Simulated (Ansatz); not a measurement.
**CH3NSn (SMILES N#[C][SnH3]): one structure at several levels**

Aim: energy, forces and dipole at a structure displaced at random from a GFN2-xTB minimum, from CCSD(T) and from density functionals.

Computed with Ansatz 0.2.0, Gaussian basis. Level: single points in def2-TZVPP.

Correlated methods freeze the cores. Filled d shells of the heavier atoms are correlated. Core potentials replace the inner electrons past krypton, and spin-orbit coupling is left out.

### 1 Where the work starts

SMILES `N#[C][SnH3]`, 6 atoms, charge 0, spin multiplicity 1.

Atoms are counted from 1 here; the program's logs count them from 0.

Bond lengths: N1–C2 1.081 Å, C2–Sn3 2.163 Å, Sn3–H4 1.622 Å, Sn3–H5 1.887 Å, Sn3–H6 1.620 Å. Angles: N1–C2–Sn3 171.7°, C2–Sn3–H4 102.6°, C2–Sn3–H5 104.5°, C2–Sn3–H6 110.1°, H4–Sn3–H5 104.2°, H4–Sn3–H6 116.1°, H5–Sn3–H6 117.8°.

Geometry (Å):

```xyz
6
charge 0, multiplicity 1
N     2.0997   -0.8861    1.2765
C     1.2315   -0.5802    0.7097
Sn   -0.5135    0.2804   -0.2353
H    -0.0202    1.7854   -0.5834
H    -0.6105   -0.5742   -1.9149
H    -1.7949    0.1613    0.7482
```

### 2 CCSD(T)/def2-TZVPP

Input file run/in.yaml:

```yaml
crystal:
  periodic: [false, false, false]
  atoms:
    - {symbol: N, position_ang: [2.099700, -0.886100, 1.276500]}
    - {symbol: C, position_ang: [1.231500, -0.580200, 0.709700]}
    - {symbol: Sn, position_ang: [-0.513500, 0.280400, -0.235300]}
    - {symbol: H, position_ang: [-0.020200, 1.785400, -0.583400]}
    - {symbol: H, position_ang: [-0.610500, -0.574200, -1.914900]}
    - {symbol: H, position_ang: [-1.794900, 0.161300, 0.748200]}
basis:
  gaussian: {orbitals: def2-TZVPP}
correlation: {method: ccsd_t}
output: {forces: true}
```

No record of the launch command was kept for these runs.

### 3 PBE0-D4/def2-TZVPP

Changes to run/in.yaml since step 2:

```diff
@@ -11,3 +11,3 @@
   gaussian: {orbitals: def2-TZVPP}
-correlation: {method: ccsd_t}
-output: {forces: true}
+hamiltonian: {xc: pbe0, dispersion: d4}
+output: {forces: true, orbitals: {seedname: orbitals}}
```

### 4 wB97M-V/def2-TZVPP

Changes to run/in.yaml since step 3:

```diff
@@ -11,3 +11,3 @@
   gaussian: {orbitals: def2-TZVPP}
-hamiltonian: {xc: pbe0, dispersion: d4}
-output: {forces: true, orbitals: {seedname: orbitals}}
+hamiltonian: {xc: {name: wB97M-V}}
+output: {forces: true}
```

### 5 r2SCAN-D4/def2-TZVPP

Changes to run/in.yaml since step 4:

```diff
@@ -11,3 +11,3 @@
   gaussian: {orbitals: def2-TZVPP}
-hamiltonian: {xc: {name: wB97M-V}}
+hamiltonian: {xc: r2scan, dispersion: d4}
 output: {forces: true}
```

### 6 PBE-D4/def2-TZVPP

Changes to run/in.yaml since step 5:

```diff
@@ -11,3 +11,3 @@
   gaussian: {orbitals: def2-TZVPP}
-hamiltonian: {xc: r2scan, dispersion: d4}
+hamiltonian: {xc: pbe, dispersion: d4}
 output: {forces: true}
```

### 7 SPW92/def2-TZVPP

Changes to run/in.yaml since step 6:

```diff
@@ -11,3 +11,3 @@
   gaussian: {orbitals: def2-TZVPP}
-hamiltonian: {xc: pbe, dispersion: d4}
+hamiltonian: {xc: lda}
 output: {forces: true}
```

### 8 B97M-V/def2-TZVPP

Changes to run/in.yaml since step 7:

```diff
@@ -11,3 +11,3 @@
   gaussian: {orbitals: def2-TZVPP}
-hamiltonian: {xc: lda}
+hamiltonian: {xc: {name: B97M-V}}
 output: {forces: true}
```

(Steps that only read results are left out.)

**Question.** What will these runs give? Wanted: energy less free atoms, CCSD(T)/def2-TZVPP; RMS force component; RMS force error; HOMO and LUMO, PBE0-D4; T1 diagnostic.

The runs gave:

| quantity | value |
| --- | --- |
| energy less free atoms, CCSD(T)/def2-TZVPP | -18.908 eV |
| RMS force component | 3.880 to 4.442 eV/Å over the methods |
| RMS force error | PBE0-D4 0.522, wB97M-V 0.581, r2SCAN-D4 0.384, PBE-D4 0.161, SPW92 0.340, B97M-V 0.538 eV/Å |
| HOMO and LUMO, PBE0-D4 | -9.35 and -0.74 eV |
| T1 diagnostic | 0.014 |

What this shows: Against CCSD(T) the functionals' energies less atoms differ by -3.565 to -0.324 eV, PBE-D4 by -0.911 eV. A larger basis would deepen the CCSD(T) value, while the functionals are nearly converged already, so the order here is not reliable. On forces the order runs from PBE-D4 to wB97M-V. Frozen-core CCSD(T) forces in triple zeta carry basis errors of their own, and this is one geometry, so small gaps rank nothing.
